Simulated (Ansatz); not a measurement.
# Ni (Fm-3m): which magnetic order lies lowest

Which of a few magnetic orders of Ni (Fm-3m) is lowest at one geometry? Whether the element takes this structure at low temperature is a separate question.

Computed with Ansatz 0.2.0 (DFT LDA, scalar-relativistic, plane waves, PAW, unless a step's input says otherwise).

### Step 1. The system as given

It takes space group Fm-3m (No. 225, cubic). The conventional cell has a = 3.425 Å, b = 3.425 Å, c = 3.425 Å, α = 90.00°, β = 90.00°, γ = 90.00°. Around Ni (site symmetry m-3m) lie 12 Ni at 2.42 Å.

As a file:

```cif
data_structure
_symmetry_space_group_name_H-M 'Fm-3m'
_symmetry_Int_Tables_number 225
_cell_length_a 3.4246
_cell_length_b 3.4246
_cell_length_c 3.4246
_cell_angle_alpha 90.000
_cell_angle_beta 90.000
_cell_angle_gamma 90.000
_cell_volume 40.16
loop_
_atom_site_label
_atom_site_type_symbol
_atom_site_symmetry_multiplicity
_atom_site_Wyckoff_symbol
_atom_site_fract_x
_atom_site_fract_y
_atom_site_fract_z
_atom_site_occupancy
Ni1 Ni 4 a 0.00000 0.00000 0.00000 1
```

An earlier run at LDA left this cell at 10.041 Å³/atom and -0.07 GPa (22×22×22 mesh).

### Step 2. Ferromagnetic, larger cell

input.yaml

```yaml
crystal:
  lattice:
    - [0.0, 1.7123229041, -1.7123229041]
    - [0.0, 1.7123229041, 1.7123229041]
    - [3.4246458082, 0.0, 0.0]
  atoms:
    - { symbol: Ni, position: [0.0, 0.0, 0.0], spin: 0.8 }
    - { symbol: Ni, position: [0.5, 0.5, 0.5], spin: 0.8 }
basis:
  ecutwfc: 420
  ecutrho_ratio: 4
kpoints:
  mp_grid: { grid: [14, 14, 10] }
hamiltonian:
  xc: lda
scf:
  occupations: { method: gaussian, width: 0.05 }
  lower_state_search: "off"
output:
  forces: true
  stress: true
  eigenvalues: true
  populations: true
magnetization:
  spin_polarized: true
```

The run is started by

```sh
ansatz run input.yaml --threads 1 --pin off --max-ram 2560MiB --backend cpu --events-out ev --progress --plain --runs-dir out
```

### Step 3. Antiferromagnetic, propagation vector (1, 0, 0)

Changes to input.yaml since step 2:

```diff
@@ -7,3 +7,3 @@
     - { symbol: Ni, position: [0.0, 0.0, 0.0], spin: 0.8 }
-    - { symbol: Ni, position: [0.5, 0.5, 0.5], spin: 0.8 }
+    - { symbol: Ni, position: [0.5, 0.5, 0.5], spin: -0.8 }
 basis:
```

### Step 4. Ferromagnetic, larger cell

input.yaml

```yaml
crystal:
  lattice:
    - [-1.7123229041, -1.7123229041, 3.4246458082]
    - [-3.4246458082, -1.7123229041, 1.7123229041]
    - [-1.7123229041, -3.4246458082, 1.7123229041]
  atoms:
    - { symbol: Ni, position: [0.0, 0.0, 0.0], spin: 0.8 }
    - { symbol: Ni, position: [0.5, 0.5, 0.5], spin: 0.8 }
basis:
  ecutwfc: 420
  ecutrho_ratio: 4
kpoints:
  mp_grid: { grid: [16, 16, 16] }
hamiltonian:
  xc: lda
scf:
  occupations: { method: gaussian, width: 0.05 }
  lower_state_search: "off"
output:
  forces: true
  stress: true
  eigenvalues: true
  populations: true
magnetization:
  spin_polarized: true
```

### Step 5. Antiferromagnetic, propagation vector (1/2, 1/2, -1/2)

Changes to input.yaml since step 4:

```diff
@@ -7,3 +7,3 @@
     - { symbol: Ni, position: [0.0, 0.0, 0.0], spin: 0.8 }
-    - { symbol: Ni, position: [0.5, 0.5, 0.5], spin: 0.8 }
+    - { symbol: Ni, position: [0.5, 0.5, 0.5], spin: -0.8 }
 basis:
```

### Step 6. No spin polarisation

input.yaml

```yaml
crystal:
  lattice:
    - [0.0, 1.7123229041, 1.7123229041]
    - [1.7123229041, 0.0, 1.7123229041]
    - [1.7123229041, 1.7123229041, 0.0]
  atoms:
    - { symbol: Ni, position: [0.0, 0.0, 0.0] }
basis:
  ecutwfc: 420
  ecutrho_ratio: 4
kpoints:
  mp_grid: { grid: [22, 22, 22] }
hamiltonian:
  xc: lda
scf:
  occupations: { method: gaussian, width: 0.05 }
output:
  forces: true
  stress: true
  eigenvalues: true
```

(Steps that only read results are left out.)

Q: Predict the outcome of this session. Wanted: orders tried; lowest; next above it.

**Answer**, as computed:

| quantity | value |
| --- | --- |
| orders tried | 4 |
| lowest | ferromagnetic |
| largest moment there | 0.66 μB |
| next above it | no spin polarisation, 44.1 meV/atom |

In words: Of the orders that kept their pattern, the lowest is: ferromagnetic. The next lies 44.1 meV/atom higher. Where the order wasn't kept, moments died or turned during the run, so that row belongs to another state than the one started. Under stress at this geometry, and so lower once relaxed: antiferromagnetic, propagation vector (1, 0, 0) (-1.5 GPa); antiferromagnetic, propagation vector (1/2, 1/2, -1/2) (-1.3 GPa); no spin polarisation (-1.5 GPa). Only these orders were tried, at zero temperature; the one found in experiment may not be among them.
